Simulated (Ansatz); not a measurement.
# YLuAs2: the cost of one run

Code: Ansatz 0.2.0. PAW datasets, plane waves. The cell comes from a prototype generator: it can be a known phase or a hypothetical one. Spin polarisation is off.

## 1. The system as given

The cell was relaxed beforehand with r2SCAN.

The symmetry is R-3m (No. 166, trigonal); a = 4.070 Å, c = 19.898 Å in the conventional setting, 23.79 Å³ an atom. Near Y stand 6 As at 2.90 Å; near Lu stand 6 As at 2.85 Å; near As stand 3 Lu at 2.85 Å and 3 Y at 2.90 Å.

The structure in full:

```xyz
4
Lattice="2.0352 1.1750 6.6326 -2.0352 1.1750 6.6326 0.0000 -2.3500 6.6326" Properties=species:S:1:pos:R:3 pbc="T T T"
Y     2.0352    1.1750    6.6326
Lu    0.0000    0.0000    9.9490
As    0.0000    0.0000    4.9323
As    0.0000    0.0000   14.9657
```

## 2. Band structure with PBE

Input file input.yaml:

```yaml
crystal:
  lattice:
    - [2.0351943587, 1.1750200108, 6.6326431875]
    - [-2.0351943587, 1.1750200108, 6.6326431875]
    - [0.0, -2.3500400217, 6.6326431875]
  atoms:
    - { symbol: "Y", position: [1.0, 0.0, 0.0] }
    - { symbol: Lu, position: [0.5, 0.5, 0.5] }
    - { symbol: As, position: [0.2478776991, 0.2478776991, 0.2478776991] }
    - { symbol: As, position: [0.7521223009, 0.7521223009, 0.7521223009] }
kpoints:
  mp_grid: { grid: [8, 8, 8] }
  band_path:
    path:
      - [[0.0, 0.0, 0.0], [0.5, 0.5, 0.5], [0.8124102349263, 0.1875897650737, 0.5]]
      - [[0.5, -0.1875897650737, 0.1875897650737], [0.5, -1.003320529533e-16, 5.686436428838e-18], [0.0, 0.0, 0.0], [0.3437948825369, -0.3437948825369, -4.338214538913e-17]]
      - [[0.6562051174631, -1.17904687676e-16, 0.3437948825369], [0.5, -1.17904687676e-16, 0.5], [0.0, 0.0, 0.0]]
    npoints: 10
hamiltonian:
  xc: pbe
scf:
  occupations: { method: fermi_dirac, width: 0.02 }
  n_extra_bands: 5
output:
  forces: true
  stress: true
  eigenvalues: true
```

The run is started by

```
ansatz run input.yaml --threads 2 --pin off --max-ram 2211MiB --backend cpu --events-out ev --progress --plain --runs-dir out
```

**Question.** How long does this run take on 2 threads of Arm Neoverse N1, shared host, and how much memory does it need?

About 21 s, with a peak of 0.51 GiB.
